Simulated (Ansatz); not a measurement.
CsLiCr2Te2S3:

```
Cs Li Cr Te S
1.0
     3.60358    0.00000    0.00000
    -1.80179    3.12079    0.00000
     0.00000    0.00000   19.06651
Cs Li Cr Te S
1 1 2 2 3
Cartesian
  0.0000 0.0000 7.1307
  1.8018 1.0403 0.3064
  0.0000 0.0000 16.5187
  0.0000 2.0805 3.2095
  0.0000 2.0805 10.2751
  1.8018 1.0403 14.7338
  0.0000 0.0000 1.9124
  0.0000 2.0805 17.7166
  1.8018 1.0403 4.4631
```

The cell was built by a generator and needn't be a form met in nature.

Base run:

| Item | Value |
| --- | --- |
| Program | Ansatz 0.2.0 |
| Functional | PBE |
| Potentials or basis | Ansatz PAW |
| Cutoff | 420 eV (not typed: the program's choice for these potentials) |
| k mesh | 9 × 9 × 2 |
| Occupations | fermi-dirac, width 0.05 eV |
| Spin | collinear spin, ferromagnetic start |
| Starting moments | [0.0, 0.0, 3.0, 3.0, 0.0, 0.0, 0.0, 0.0, 0.0] μB |

Its results: band gap on the k mesh none (metal or under the smearing width); pressure 0.0 GPa; net moment 5.64 μB per cell; site moments Cs +0.00; Li -0.01; Cr +2.58, +2.74; Te -0.01, -0.15; S -0.05, -0.06 μB; largest force 0.033 eV/Å.

Question: The run is repeated on the same cell with these changes: hubbard terms from none to Cr d U = 8 eV; hubbard projectors from none to ortho-atomic (the default). What comes out?

Answer: Band gap on the k mesh none (metal or under the smearing width); pressure 5.4 GPa; net moment 6.15 μB per cell; site moments Cs -0.01; Li -0.03; Cr +3.52, +3.37; Te -0.03, -0.30; S -0.31, -0.29 μB; largest force 1.415 eV/Å.

Caveats: only a ferromagnetic start was run, and an antiferromagnetic order may lie lower in energy; spin-orbit coupling is left out, which moves the levels of the heavy elements (some runs); the magnetic or orbital state may not be the lowest (some runs); forces of over 1 eV/Å show positions far from the minimum, so gaps and moduli don't describe the material at rest (some runs); the density of states is complete only up to the lowest level of the last band computed (some runs).
